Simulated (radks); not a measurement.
# Er⁴⁺ in [Xe] 4f10: an all-electron calculation

Aim: the levels, the sizes of the orbitals and the parts of the energy of the erbium ion Er4+.

Method: Dirac Kohn-Sham, BLYP, spin-unpolarised, spherical densities, point nucleus; open shells are shared between the two j in proportion to 2j + 1. Code: radks (a radial shooting solver on a logarithmic mesh, Libxc functionals) version 1.

### 1 The atom as given

```
element       : erbium (Z = 68)
charge        : +4
electrons     : 64
configuration : [Xe] 4f10
```

Outer shells as boxes (Hund's rule):

Er⁴⁺
```
[Xe] core
4f [↑↓][↑↓][↑↓][↑ ][↑ ][↑ ][↑ ]
```

### 2 The calculation

Settings of this run:

```text
Z 68
configuration [Xe] 4f10 6s0 5d0
relativity Dirac
functional b88,lyp
spin unpolarised
j_filling average
nucleus point
c 137.035999084
```

What does the calculation give?

As calculated:

| quantity | value |
| --- | --- |
| total energy | -13097.2906 hartree |
| exchange-correlation share of it | 2.12 % |
| −T/E | 1.1041 |
| highest occupied level | 4f7/2, -55.374 eV |
| most extended occupied level | 5p3/2, <r> = 1.41 bohr |
| radius at density 0.001 e/bohr³ | 2.99 bohr |
| maxima of the radial density | 4 |
| ionisation energy, NIST | 65.1 (semi-emp.) eV |

The radial density shows 4 maxima for 5 occupied principal shells; where shells overlap, one shows as a shoulder or not at all. Relativity lifts −T/E to 1.104. The top level binds by 55.374 eV, 85 % of the NIST ionisation energy of 65.1 eV; the potential of a semilocal functional falls off too fast, so its top eigenvalue is too shallow. Spin polarisation and multiplet splitting are left out. Sharing an open shell by 2j + 1 raises it above the true ground level by a part of the spin-orbit splitting, which enters the differences from NIST.
